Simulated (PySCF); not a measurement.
# CH4F2O3Si: the cost of one run

Computed with PySCF 2.14.0, with density-fitted response routines of our own, on a single molecule in the gas phase. Atoms count from 0, in the outputs and in this text.

## (1) Starting geometry

11 atoms, charge 0, multiplicity 1; geometry from: GFN2-xTB. The atoms were then displaced at random by about 0.01 Å, so the start is not that level's minimum.

Bonds of the start (Å): O0–Si1 1.62, Si1–O2 1.63, Si1–O3 1.60, Si1–C4 1.93, C4–F5 1.37, C4–F6 1.37, O0–H7 0.95, O2–H8 0.96, O3–H9 0.94, C4–H10 1.11.

## (2) Geometry optimisation at PBE0-D3(BJ)/def2-SVP

Job settings and geometry (Å):

```
{"job": {"xc": "PBE0", "basis": "def2-SVP", "d3": "d3bj", "grid": 1, "shake": 0.01, "kind": "geom"}, "charge": 0, "multiplicity": 1}
O     -0.745990    -0.724460     1.533240
Si    -0.521880    -0.110960     0.046950
O     -0.759850    -1.145830    -1.185180
O     -1.459480     1.157980    -0.189180
C      1.343140     0.390780     0.120710
F      1.620400     1.416630    -0.743500
F      2.163060    -0.638800    -0.254260
H     -1.633970    -0.831590     1.858610
H     -0.138420    -1.861330    -1.312240
H     -1.519250     1.603620    -1.016520
H      1.690360     0.718130     1.125710
```

Started as:

```
$ OMP_NUM_THREADS=1 python probes_run.py task.json out
```

One launch serves the whole session: the jobs run in the order shown.

**Question.** How long does this first job take on 1 thread of Arm Neoverse V1, shared host, and how much memory does it need?

About 88 s, with a peak of 0.51 GiB.
